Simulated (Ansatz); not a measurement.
# Ta: straining the crystal, a stretch of c alone

The task here is to estimate one member of a computed series from the others.

Method: DFT PBEsol, scalar-relativistic, plane waves, PAW, in Ansatz 0.2.0.

2 further runs of the same task are left out: 2 set aside as unsound or not needed.

### Starting point

The structure is cubic, space group Im-3m (No. 229). Conventional cell: a = 3.280 Å, b = 3.280 Å, c = 3.280 Å, α = 90.00°, β = 90.00°, γ = 90.00°. Ta (site symmetry m-3m) is surrounded by 8 Ta at 2.84 Å.

Coordinates:

```
CELL_PARAMETERS angstrom
3.28048 0.00000 0.00000
0.00000 3.28048 0.00000
0.00000 0.00000 3.28048
ATOMIC_POSITIONS crystal
Ta 0.00000 0.00000 0.00000
Ta 0.50000 0.50000 0.50000
```

It goes back to an entry of the Materials Project.

Set-up of the first run:

The input, input.yaml:

```yaml
crystal:
  lattice:
    - [3.2804820868, 0.0, 0.0]
    - [0.0, 3.2804820868, 0.0]
    - [0.0, 0.0, 3.2804820868]
  atoms:
    - { symbol: Ta, position: [0.0, 0.0, 0.0] }
    - { symbol: Ta, position: [0.5, 0.5, 0.5] }
basis:
  ecutwfc: 420
kpoints:
  mp_grid: { grid: [16, 16, 16] }
hamiltonian:
  xc: pbesol
scf:
  occupations: { method: gaussian, width: 0.1 }
output:
  forces: true
  stress: true
  eigenvalues: true
```

Run with:

```
$ ansatz run input.yaml --threads 1 --pin off --max-ram 2560MiB --backend cpu --events-out ev --progress --plain --runs-dir out
```

Among the steps run: Zero strain; At -2.0 %; The cell strained by +2.0 %; The cell strained by -4.0 %; The cell strained by +4.0 %; The cell strained by -6.0 %; The cell strained by +6.0 %.

One table of the session follows, with a row left open; its other results are not shown here.

Lengths are those of the vectors of the cell that was run; stresses in GPa:

```
strain (%)  ΔE (meV/atom)  c (Å)
      -6.0           63.9  3.084
      -4.0           27.5  3.149
      -2.0            6.7  3.215
      +0.0            0.0  3.280
      +2.0            5.6  3.346
      +4.0              ?      ?
      +6.0           48.7  3.477
```

Estimate the missing values for strain (%) = +4.0.

Worked estimate for «ΔE (meV/atom)». A straight line through the neighbours (2.0, 5.6) and (6.0, 48.7) gives 5.6 + (48.7 − 5.6) × (4.0 − 2.0) / (6.0 − 2.0) = 27.1; a parabola fitted to 3 rows on both sides gives 21.8.

**Answer.** ΔE (meV/atom): 22.2; c (Å): 3.412. In «ΔE (meV/atom)» the line misses by +4.9 and the parabola by -0.4.

ΔE is over the unstrained cell. Stress in GPa, positive in compression, on the Cartesian axes of the input. 
